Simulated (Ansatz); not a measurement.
# C₂H₇OPSi: up Jacob's ladder to CCSD(T)

An exercise on one series of results from a longer session: the logs are not shown, and one member is left open.

Program: Ansatz 0.2.0, Gaussian basis. Level of theory: functionals in def2-TZVPP, the program's frozen cores in correlated methods. These are calculated values, not measurements.

The runs, in order: LDA (SPW92), PBE-D4, revPBE-D4, BLYP-D4, r2SCAN-D4, B97M-V, PBE0-D4, B3LYP-D4, r2SCANh-D4, r2SCAN0-D4, HSE06-D4, BHLYP-D4, CAM-B3LYP-D4, LC-ωPBE, ωB97X-V, ωB97M-V, B2PLYP, PBE-QIDH; CCSD(T)/def2-SVP; CCSD(T)/def2-TZVPP; MP2/def2-QZVPP; extrapolation to the limit; RPA on PBE.

### The relaxed structure

An earlier PBE0-D4 in a triple-zeta def2 set relaxation fixed the geometry.

SMILES `C=C(O)[SiH2]P`, 12 atoms, charge 0, spin multiplicity 1.

Atoms are counted from 1 here; the program's logs count them from 0.

Bond lengths: C1–C2 1.333 Å, C1–H6 1.088 Å, C1–H7 1.081 Å, C2–O3 1.361 Å, C2–Si4 1.878 Å, O3–H8 0.964 Å, Si4–P5 2.252 Å, Si4–H9 1.487 Å, Si4–H10 1.485 Å, P5–H11 1.421 Å, P5–H12 1.421 Å. Angles: C2–C1–H6 122.2°, C2–C1–H7 120.5°, H6–C1–H7 117.3°, C1–C2–O3 124.2°, C1–C2–Si4 122.5°, O3–C2–Si4 113.3°, C2–O3–H8 109.5°, C2–Si4–P5 113.6°, C2–Si4–H9 109.7°, C2–Si4–H10 107.4°, P5–Si4–H9 107.2°, P5–Si4–H10 109.1°, H9–Si4–H10 109.8°, Si4–P5–H11 93.4°, Si4–P5–H12 92.7°, H11–P5–H12 93.5°.

Set-up of the first run:

Input file in.yaml:

```yaml
crystal:
  periodic: [false, false, false]
  atoms:
    - {symbol: C, position_ang: [1.372753, -1.189019, 0.582796]}
    - {symbol: C, position_ang: [0.201220, -0.553250, 0.581035]}
    - {symbol: O, position_ang: [-0.981660, -1.129225, 0.928576]}
    - {symbol: Si, position_ang: [0.028823, 1.244955, 0.066035]}
    - {symbol: P, position_ang: [-1.297934, 1.546493, -1.728649]}
    - {symbol: H, position_ang: [1.465170, -2.234386, 0.870336]}
    - {symbol: H, position_ang: [2.277671, -0.671436, 0.295743]}
    - {symbol: H, position_ang: [-0.832169, -2.049982, 1.173704]}
    - {symbol: H, position_ang: [-0.556002, 2.031670, 1.183605]}
    - {symbol: H, position_ang: [1.389848, 1.750161, -0.246433]}
    - {symbol: H, position_ang: [-0.679581, 0.500748, -2.465801]}
    - {symbol: H, position_ang: [-2.311337, 0.698173, -1.206944]}
basis:
  gaussian: {orbitals: def2-TZVPP}
hamiltonian: {xc: lda}
output: {orbitals: {seedname: orbitals}}
```

Command:

```sh
$ ansatz run in.yaml --threads 4 --pin off --events-out ev --progress --plain --max-ram 10444MiB
```

Among the steps run: LDA; PBE-D4 (GGA); revPBE-D4 (GGA); BLYP-D4 (GGA); r2SCAN-D4 (meta-GGA); B97M-V (meta-GGA); B3LYP-D4 (hybrid); r2SCANh-D4 (hybrid); r2SCAN0-D4 (hybrid); HSE06-D4 (hybrid); BHLYP-D4 (hybrid); CAM-B3LYP-D4 (range-separated); LC-ωPBE (range-separated); ωB97X-V (range-separated); ωB97M-V (range-separated); B2PLYP (double hybrid); PBE-QIDH (double hybrid).

One of the session's tables, all rows but one given; the rest of the session is left out.

It belongs to the step «Frontier levels by functional». 

```
  functional  HOMO (eV)  gap (eV)
 LDA (SPW92)      -5.98      4.61
      PBE-D4      -5.79      4.66
   revPBE-D4          ?         ?
     BLYP-D4      -5.64      4.65
   r2SCAN-D4      -6.02      5.07
      B97M-V      -6.08      5.14
     PBE0-D4      -6.96      6.73
    B3LYP-D4      -6.74      6.32
  r2SCANh-D4      -6.46      5.84
  r2SCAN0-D4      -7.12      6.99
    HSE06-D4      -6.56      5.96
    BHLYP-D4      -7.97      8.78
CAM-B3LYP-D4      -8.27      9.15
     LC-ωPBE      -9.62     11.59
     ωB97X-V      -9.25     11.16
     ωB97M-V      -9.13     10.88
```

**Question.** Estimate the row for revPBE-D4.

The run gave: HOMO (eV): -5.73; gap (eV): 4.67. In the column «HOMO (eV)» it lies between PBE-D4 (-5.79) and BLYP-D4 (-5.64).
